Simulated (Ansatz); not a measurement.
# GaN: the cost of one run

Computed with Ansatz 0.2.0 (DFT LDA, scalar-relativistic, plane waves, PAW, unless a step's input says otherwise).

The COD entry's cell or inner coordinates are ideal or old and differ from later refinements, so a difference from it is no clean test against experiment.

3 further runs of the same task are left out: 3 set aside as unsound or not needed.

### 1 Starting point

The structure is hexagonal, space group P6_3mc (No. 186). Conventional cell: a = 3.152 Å, b = 3.152 Å, c = 5.138 Å, α = 90.00°, β = 90.00°, γ = 120.00°. Ga (site symmetry 3m) has 4 N at 1.93 Å as nearest neighbours. N (site symmetry 3m) has 4 Ga at 1.93 Å as nearest neighbours.

Structure file:

```cif
data_structure
_symmetry_space_group_name_H-M 'P6_3mc'
_symmetry_Int_Tables_number 186
_cell_length_a 3.1518
_cell_length_b 3.1518
_cell_length_c 5.1384
_cell_angle_alpha 90.000
_cell_angle_beta 90.000
_cell_angle_gamma 120.000
_cell_volume 44.21
loop_
_atom_site_label
_atom_site_type_symbol
_atom_site_symmetry_multiplicity
_atom_site_Wyckoff_symbol
_atom_site_fract_x
_atom_site_fract_y
_atom_site_fract_z
_atom_site_occupancy
Ga1 Ga 2 b 0.33333 0.66667 0.99930 1
N1 N 2 b 0.33333 0.66667 0.37570 1
```

It is built from the cell relaxed beforehand with the same method (11.05 Å³/atom).

### 2 The reference: the undisturbed cell on the scan's mesh

The input, input.yaml:

```yaml
crystal:
  lattice:
    - [3.1518084855, 0.0, 0.0]
    - [-1.5759042428, 2.7295462163, 0.0]
    - [0.0, 0.0, 10.2768292722]
  atoms:
    - { symbol: Ga, position: [0.3333333333, 0.6666666667, 0.4996483055] }
    - { symbol: Ga, position: [0.3333333333, 0.6666666667, 0.9996483055] }
    - { symbol: Ga, position: [0.6666666667, 0.3333333333, 0.2496483055] }
    - { symbol: Ga, position: [0.6666666667, 0.3333333333, 0.7496483055] }
    - { symbol: "N", position: [0.3333333333, 0.6666666667, 0.1878516945] }
    - { symbol: "N", position: [0.3333333333, 0.6666666667, 0.6878516945] }
    - { symbol: "N", position: [0.6666666667, 0.3333333333, 0.4378516945] }
    - { symbol: "N", position: [0.6666666667, 0.3333333333, 0.9378516945] }
basis:
  ecutwfc: 420
kpoints:
  mp_grid: { grid: [12, 12, 2] }
hamiltonian:
  xc: lda
scf:
  occupations: { method: gaussian, width: 0.05 }
output:
  forces: true
  stress: true
  eigenvalues: true
```

The run is started by

```bash
$ ansatz run input.yaml --threads 1 --pin off --max-ram 2560MiB --backend cpu --events-out ev --progress --plain --runs-dir out
```

Q: Estimate wall time and peak memory on 1 thread of Intel Xeon 6975P-C (Granite Rapids), shared host.

About 9.7 s, with a peak of 0.39 GiB.
